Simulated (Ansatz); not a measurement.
This was printed by a script on Ansatz 0.2.0 through its Python package, for harmonic frequencies at the relaxed geometry of C2H4BFO2, SMILES BC(O)=C(O)F. What did the script look like? Settings (for the species named): B3LYP, def2-SVP basis, multiplicity 1.

```xyz
10

B     1.0442   -0.5456   -0.7383
C     0.1086    0.0123    0.4505
O     0.6365   -0.0074    1.7160
C    -1.0682    0.4861    0.3125
O    -1.8116    0.5443   -0.9251
F    -1.8052    0.9088    1.4225
H     2.1177   -0.8861   -0.5316
H     0.6607   -0.5060   -1.8746
H     1.6148   -0.3276    1.9399
H    -1.4145    0.2700   -1.7688
```

```console
$ python c2h4bfo2.py
final positions (A) and the move of each atom
B     0.98731   -0.48746   -0.71182    0.0855
C     0.18657   -0.00524    0.46498    0.0812
O     0.62161    0.02026    1.77371    0.0657
C    -1.09823    0.46110    0.27104    0.0570
O    -1.75965    0.54787   -0.86615    0.0787
F    -1.82694    0.88980    1.27189    0.1534
H     2.11400   -0.90165   -0.58166    0.0526
H     0.51313   -0.47052   -1.83015    0.1581
H     1.52243   -0.32391    1.78593    0.1796
H    -1.17723    0.21856   -1.57477    0.3108
mode  1     132.6 1/cm    16.44 meV
mode  2     264.6 1/cm    32.81 meV
mode  3     273.1 1/cm    33.86 meV
mode  4     350.3 1/cm    43.43 meV
mode  5     352.8 1/cm    43.75 meV
mode  6     476.3 1/cm    59.06 meV
mode  7     519.1 1/cm    64.36 meV
mode  8     571.8 1/cm    70.90 meV
mode  9     590.7 1/cm    73.24 meV
mode 10     672.8 1/cm    83.41 meV
mode 11     784.4 1/cm    97.26 meV
mode 12     860.5 1/cm   106.68 meV
mode 13     922.8 1/cm   114.41 meV
mode 14    1078.8 1/cm   133.75 meV
mode 15    1182.1 1/cm   146.57 meV
mode 16    1229.4 1/cm   152.43 meV
mode 17    1324.9 1/cm   164.27 meV
mode 18    1379.3 1/cm   171.01 meV
mode 19    1488.2 1/cm   184.51 meV
mode 20    1659.4 1/cm   205.74 meV
mode 21    2521.9 1/cm   312.68 meV
mode 22    2619.3 1/cm   324.75 meV
mode 23    3695.6 1/cm   458.20 meV
mode 24    3848.3 1/cm   477.13 meV
imaginary modes: 0  zero-point energy: 1.7853 eV
H(298 K) - E = 1.9837 eV
S(298 K, 1 bar) = 325.3 J/(mol K) with symmetry number 1
deuterated (1/cm): 125 201 249 290 306 389 446 475 544 666 689 753 757 875 918 977 1206 1345 1463 1641 1851 1959 2689 2803
zero-point energy falls by 0.3212 eV
```

The script that was run (others could print the same):

`c2h4bfo2.py`
```python
import ansatz as az
from ase import Atoms
from ase.thermochemistry import IdealGasThermo
import numpy as np

molecule = (
    az.Crystal.molecule()
    .atom('B', (1.0442, -0.5456, -0.7383))
    .atom('C', (0.1086, 0.0123, 0.4505))
    .atom('O', (0.6365, -0.0074, 1.716))
    .atom('C', (-1.0682, 0.4861, 0.3125))
    .atom('O', (-1.8116, 0.5443, -0.9251))
    .atom('F', (-1.8052, 0.9088, 1.4225))
    .atom('H', (2.1177, -0.8861, -0.5316))
    .atom('H', (0.6607, -0.506, -1.8746))
    .atom('H', (1.6148, -0.3276, 1.9399))
    .atom('H', (-1.4145, 0.27, -1.7688))
)

calculation = molecule.calculation().basis(gaussian='def2-SVP').functional('b3lyp')
symbols = [site.symbol for site in molecule.cartesian_sites]
start = np.array([site.position_ang for site in molecule.cartesian_sites], dtype=float)
data = calculation.relax(force_tolerance=0.003, max_steps=100).run().report
end = np.array(data['positions_ang'])

print('final positions (A) and the move of each atom')
for symbol, xyz, old in zip(symbols, end, start):
    print(f'{symbol:2s} {xyz[0]:10.5f} {xyz[1]:10.5f} {xyz[2]:10.5f}   {np.linalg.norm(xyz - old):7.4f}')

minimum = az.Crystal.molecule()
for symbol, place in zip(symbols, end):
    minimum = minimum.atom(symbol, place.tolist())
vibrating = (
    minimum.calculation()
    .basis(gaussian='def2-SVP')
    .functional('b3lyp')
    .phonons(temperatures=(298.15, 498.15, 100))
)
vib = vibrating.run().report['vibrations']
sums = vib['harmonic_sums']
modes = [m['omega_inv_cm'] for m in sums['modes_at_gamma'] if m['rigid_motion'] == 'no']
for number, w in enumerate(modes, start=1):
    print(f'mode {number:2d} {w:9.1f} 1/cm {w / 8065.544 * 1000:8.2f} meV')
print('imaginary modes:', sum(w < 0 for w in modes), ' zero-point energy:', round(sums['zero_point_energy_ev'], 4), 'eV')
gas = IdealGasThermo(vib_energies=[w / 8065.544 for w in modes if w > 0], geometry='linear' if len(modes) == 3 * len(symbols) - 5 else 'nonlinear',
                     atoms=Atoms(symbols, positions=end), symmetrynumber=1, spin=0.0)
print(f'H(298 K) - E = {gas.get_enthalpy(298.15, verbose=False):.4f} eV')
print(f'S(298 K, 1 bar) = {96485.33 * gas.get_entropy(298.15, 1e5, verbose=False):.1f} J/(mol K) with symmetry number 1')

heavier = vibrating.phonons(masses={'H': 2.014102}).run().report['vibrations']['harmonic_sums']
print('deuterated (1/cm):', ' '.join(f'{m["omega_inv_cm"]:.0f}' for m in heavier['modes_at_gamma'] if m['rigid_motion'] == 'no'))
print('zero-point energy falls by', round(sums['zero_point_energy_ev'] - heavier['zero_point_energy_ev'], 4), 'eV')
```

Notes:
- The frequencies are harmonic and unscaled, in a modest basis.
- b3lyp holds the VWN-RPA fit, as in Gaussian; the form of ORCA and Turbomole is b3lyp5.
- The result belongs to the one conformer reached from this start, and soft torsions count as harmonic oscillators.
- The entropy takes a symmetry number of 1; a symmetric molecule's is lower by R ln(sigma).
- It ran for 7.2 min on 1 thread of Arm Neoverse V1 (shared host), peak memory 0.34 GiB.
